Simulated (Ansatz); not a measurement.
What does this script print? It uses Ansatz 0.2.0 through its Python package.

Contents of `znag_cmmm.cif`:
```cif
data_ZnAg
_cell_length_a 2.773737
_cell_length_b 2.773737
_cell_length_c 4.429162
_cell_angle_alpha 90.00000
_cell_angle_beta 90.00000
_cell_angle_gamma 112.01105
_symmetry_space_group_name_H-M 'P 1'
_symmetry_Int_Tables_number 1
loop_
_symmetry_equiv_pos_as_xyz
'x, y, z'
loop_
_atom_site_label
_atom_site_type_symbol
_atom_site_fract_x
_atom_site_fract_y
_atom_site_fract_z
Zn1 Zn    0.500000    0.500000    0.500000
Ag2 Ag    0.000000    0.000000    0.000000
```

The script reads `znag_pm_3m.cif`:
```cif
data_ZnAg
_cell_length_a 3.156000
_cell_length_b 3.156000
_cell_length_c 3.156000
_cell_angle_alpha 90.00000
_cell_angle_beta 90.00000
_cell_angle_gamma 90.00000
_symmetry_space_group_name_H-M 'P 1'
_symmetry_Int_Tables_number 1
loop_
_symmetry_equiv_pos_as_xyz
'x, y, z'
loop_
_atom_site_label
_atom_site_type_symbol
_atom_site_fract_x
_atom_site_fract_y
_atom_site_fract_z
Zn1 Zn    0.500000    0.500000    0.500000
Ag2 Ag    0.000000    0.000000    0.000000
```

`znag_polymorphs.py`:
```python
'''Which structure of ZnAg is lowest in energy, after relaxing atoms and volume at fixed cell shape.'''

import warnings

import ansatz
from ase.io import read
import numpy as np
import spglib
from tabulate import tabulate


def solve(name, crystal):
    calc = (
        crystal.calculation()
        .functional(ansatz.Functional.R2SCAN)
        .basis(550)
        .kpoints(spacing=0.15)
        .occupations('fermi_dirac', width=0.1)
        .stress()
        .band_table()
    )
    calc = calc.relax(force_tolerance=0.01, fix_cell=['shape'])
    return calc.run(threads=1)


def space_group(outcome):
    sites = outcome.report['lattice']['sites']
    kinds = sorted({site['symbol'] for site in sites})
    cell = (outcome.lattice.cell_ang, [site['position_frac'] for site in sites], [kinds.index(site['symbol']) for site in sites])
    return spglib.get_spacegroup(cell, symprec=0.01)


def volume_per_atom(outcome):
    return abs(np.linalg.det(outcome.lattice.cell_ang)) / len(outcome.lattice.sites)


def pressure_gpa(outcome):
    return float(np.trace(outcome.report['stress_gpa']) / 3)

warnings.simplefilter('ignore')

phases = {}
atoms = read('znag_cmmm.cif')
cmmm = ansatz.Crystal.from_ase(atoms)
phases['Cmmm'] = cmmm
atoms = read('znag_pm_3m.cif')
pm_3m = ansatz.Crystal.from_ase(atoms)
phases['Pm-3m'] = pm_3m

done = {name: solve(name, crystal) for name, crystal in phases.items()}

energy = {name: o.report['energy_sigma0_ev'] / len(o.lattice.sites) for name, o in done.items()}
lowest = min(energy.values())
rows = [(name, len(o.lattice.sites), 1000 * (energy[name] - lowest), space_group(o), volume_per_atom(o), pressure_gpa(o)) for name, o in done.items()]
rows.sort(key=lambda row: row[2])
print(tabulate(rows, headers=['phase', 'atoms', 'dE (meV/atom)', 'space group', 'V (A^3/atom)', 'P (GPa)'], floatfmt='.4f', tablefmt='rst'))
print('order:', ' < '.join(row[0] for row in rows))
```

```console
$ python znag_polymorphs.py
=======  =======  ===============  =============  ==============  =========
phase      atoms    dE (meV/atom)  space group      V (A^3/atom)    P (GPa)
=======  =======  ===============  =============  ==============  =========
Pm-3m          2           0.0000  Pm-3m (221)           15.4854    -0.0157
Cmmm           2          40.5527  Cmmm (65)             15.7626     0.0431
=======  =======  ===============  =============  ==============  =========
order: Pm-3m < Cmmm
```

By space group at the end of each run: Pm-3m (+0 meV an atom, 15.5 Å³) and Cmmm (+41 meV an atom, 15.8 Å³).

Atoms and volume are relaxed with the cell's shape held, which in cells of lower than cubic symmetry can hide stresses and shift volumes. Pressure is positive in compression. The cells come from databases of deposited and of computed structures, and not all need be stable phases. The ranking holds among these structures alone, at zero temperature; the ground state may be another structure. Differences under 10 to 15 meV an atom lie within the error of mesh and functional. Timing: 2.3 min on 1 thread of Arm Neoverse V2, on a shared host, peak memory 0.87 GiB.
